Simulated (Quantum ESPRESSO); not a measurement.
# ZnHgO2 in Quantum ESPRESSO: the effect of target pressure

The system is ZnHgO2.

```
CELL_PARAMETERS angstrom
3.34847 0.00000 0.00000
0.00000 3.34847 0.00000
0.00000 0.00000 4.60199
ATOMIC_POSITIONS crystal
Zn 0.00000 0.00000 0.00000
Hg 0.50000 0.50000 0.50000
O 0.00000 0.00000 0.50000
O 0.50000 0.50000 0.00000
```

The cell was built by a generator and needn't be a form met in nature.

Alike in all runs:

```yaml
Program: Quantum ESPRESSO 7.5
Task: phonons
Functional: PBE
Potentials_or_basis: Ansatz NC SR PBE
Cutoff: 1238 eV
Density_cutoff: 4952 eV
k_mesh: 4 × 4 × 2, shifted
Occupations: fermi-dirac, width 0.05 eV
Spin: no spin polarisation
```

Each run relaxes the cell or the atoms first.

```csv
target pressure,relaxed volume (Å³/atom),highest phonon frequency (cm⁻¹)
-3 GPa,13.26,369
0 GPa,12.93,384
3 GPa,12.64,399
8 GPa,?,?
```

Task: What does the run with target pressure 8 GPa give?

Result: Relaxed volume 12.24 Å³/atom; highest phonon frequency 421 cm⁻¹.

Worked out: A straight line through the other rows of the relaxed volume, of slope -0.103 Å³/atom per GPa, extrapolates to 12.12 Å³/atom, against the run's 12.24. A straight line through the other rows of the highest phonon frequency, of slope 5 cm⁻¹ per GPa, extrapolates to 424 cm⁻¹, against the run's 421.

Caveats: all runs use coarse meshes; the mesh is thin for the phonons of a metal; some modes are imaginary; the cell is more than 3 GPa from zero pressure, which shifts response properties (some runs).
